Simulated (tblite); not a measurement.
# C9H12OSi: the cost of one run

Programs: tblite 0.8.0 and PySCF 2.14.0, with density-fitted response routines of our own. Each step states its level of theory. These are calculated values for one molecule, in the gas phase or a continuum, unless marked as measured. Atoms are numbered from 0 throughout.

**1. Starting geometry**

23 atoms, charge 0, multiplicity 1; geometry from: force field or distance geometry start.

Bonds of the start (Å): C0–C1 1.34, C1–C2 1.49, C1–Si3 1.83, Si3–O4 1.75, O4–C5 1.41, C5–C6 1.37, C6–C7 1.39, C7–C8 1.38, C8–C9 1.37, C9–C10 1.36, C10–C5 1.40, C0–H11 1.09, C0–H12 1.10, C2–H13 1.10, C2–H14 1.11, C2–H15 1.14, Si3–H16 1.47, Si3–H17 1.47, C6–H18 1.08, C7–H19 1.09, C8–H20 1.07, C9–H21 1.08, C10–H22 1.11.

**2. Optimising the geometry with GFN2-xTB**

The job: settings as JSON, then the geometry in Å.

```
{"job": {"kind": "relax", "xc": "GFN2-xTB", "basis": "xTB"}, "charge": 0, "multiplicity": 1}
C      3.368200    -0.744400     0.674500
C      2.811100     0.004800    -0.292600
C      3.750100     0.833200    -1.105300
Si     1.014500     0.056700    -0.647100
O      0.055000    -0.812900     0.525000
C     -1.325700    -0.517500     0.462200
C     -2.164100    -1.133300    -0.436400
C     -3.518600    -0.806800    -0.443500
C     -3.943700     0.137800     0.469100
C     -3.112500     0.756100     1.365300
C     -1.788000     0.438300     1.372800
H      4.447400    -0.670100     0.770700
H      2.770400    -1.385700     1.344200
H      4.777100     0.444700    -1.126200
H      3.293400     1.015200    -2.104800
H      3.704300     1.845600    -0.593600
H      0.602500     1.469000    -0.589500
H      0.810000    -0.552800    -1.966300
H     -1.808200    -1.877100    -1.134700
H     -4.209600    -1.280700    -1.136700
H     -4.983100     0.405100     0.473000
H     -3.489600     1.495700     2.055300
H     -1.065600     0.906100     2.074900
```

The run is started by

```bash
$ OMP_NUM_THREADS=1 python probes_run.py task.json out
```

One launch serves the whole session: the jobs run in the order shown.

**Question.** How long does this first job take on 1 thread of Arm Neoverse V1, shared host, and how much memory does it need?

About 2.7 s, with a peak of 0.18 GiB.
